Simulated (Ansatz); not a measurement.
# Tungsten, simple cubic under BLYP: ground state and equation of state

Aim: take tungsten in the simple cubic structure, relax it, solve it on a dense k-mesh, then scale the cell to 7 volumes from 88 to 112 % of the relaxed one and try a fit of the equation of state. Spin polarisation is left out. The k-meshes are 12×12×12 for the relaxation; 19×19×19 for the dense run; 13×13×13 for the volumes.

This is W in the simple cubic structure; at room conditions it is bcc.

Method: DFT BLYP, plane waves (420 eV) with PAW, scalar-relativistic; the PAW data stem from PBE, with regenerated cores, in Ansatz 0.2.0.

### Step 1. The starting structure

It takes space group Pm-3m (No. 221, cubic). The conventional cell has a = 2.577 Å, b = 2.577 Å, c = 2.577 Å, α = 90.00°, β = 90.00°, γ = 90.00°. Around W (site symmetry m-3m) lie 6 W at 2.58 Å.

Structure file:

```cif
data_structure
_symmetry_space_group_name_H-M 'Pm-3m'
_symmetry_Int_Tables_number 221
_cell_length_a 2.5771
_cell_length_b 2.5771
_cell_length_c 2.5771
_cell_angle_alpha 90.000
_cell_angle_beta 90.000
_cell_angle_gamma 90.000
_cell_volume 17.12
loop_
_atom_site_label
_atom_site_type_symbol
_atom_site_symmetry_multiplicity
_atom_site_Wyckoff_symbol
_atom_site_fract_x
_atom_site_fract_y
_atom_site_fract_z
_atom_site_occupancy
W1 W 1 a 0.00000 0.00000 0.00000 1
```

### Step 2. Geometry optimisation

Contents of input.yaml:

```yaml
crystal:
  lattice:
    - [2.5770789429, 0.0, 0.0]
    - [0.0, 2.5770789429, 0.0]
    - [0.0, 0.0, 2.5770789429]
  atoms:
    - { symbol: W, position: [0.0, 0.0, 0.0] }
hamiltonian:
  xc: blyp
  pseudopotentials:
    kind: paw
    azcp:
      W: "pseudopotentials/W.paw.azcp"
basis:
  ecutwfc: 420
  fft_grid_basis: typed
kpoints:
  mp_grid: { grid: [12, 12, 12], shift: [0, 0, 0] }
magnetization:
  spin_polarized: false
scf:
  occupations: { method: fermi_dirac, width: 0.1 }
relax:
  max_steps: 60
  f_tol: 0.01
  cell: {}
```

The runs that follow: Dense single point; Volume × 0.88; Volume × 0.92; Volume × 0.96; Volume × 1.0; Volume × 1.04; Volume × 1.08; Volume × 1.12.

Q: Predict the outcome of this session. Wanted: space group; conventional cell; volume; shortest distance; gap on the mesh; relative to bcc; V₀, B₀, B₀′.

**Answer**, as computed:

| quantity | value |
| --- | --- |
| space group (spins left aside) | Pm-3m (No. 221) |
| conventional cell | a = 2.673 Å |
| volume | 19.091 Å³/atom |
| shortest distance | 2.673 Å |
| gap on the mesh | none (levels filled in part) |
| relative to bcc | +1150 meV/atom |
| V₀, B₀, B₀′ | 19.014 Å³/atom, 192 GPa, 4.4 |

**Reading.** The relaxation enlarged the cell by 11.5 % in volume. It lies 1150 meV/atom above the element's reference form at the same level (bcc, from a run of its own). No gap shows: it is a metal or semimetal at this level. The fitted modulus is 192 GPa. Relaxation kept the symmetry; phonons were not checked.
